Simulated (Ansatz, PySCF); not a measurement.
PbI2 in two programs

PbI2 (singlet), relaxed with PySCF 2.14.0, RKS TPSS, Pb def2-SVP with ECP60, I def2-SVP with ECP28; non-relativistic Hamiltonian with scalar-relativistic core potentials where named; density fitting; no spin-orbit coupling:

```xyz
3

Pb    1.1194    0.0421    0.0000
I    -0.6395   -0.0241    2.2442
I    -0.6395   -0.0241   -2.2442
```

There the HOMO–LUMO gap is 2.37 eV. 

The same geometry by Ansatz 0.2.0 (PBE, PAW, a periodic box with 9 Å of vacuum):

```
spin-orbit coupling  gap (eV)  largest force component (eV/Å)
            without      2.32                            0.10
```

Question: What does the run with spin-orbit coupling give?

Answer: gap (eV): 2.04, largest force component (eV/Å): 0.09. It took 35 s on 2 threads of Intel(R) Xeon(R) Processor @ 2.50GHz (Skylake/Cascade Lake), on a shared host, peak memory 1.8 GiB.

The spin-orbit runs use fully relativistic datasets of their own, so changes of a few hundredths of an eV needn't come from the coupling.

No frequency check is given that shows the relaxed geometry to be a minimum.

The two programs differ in functional, so their gaps don't test each other.
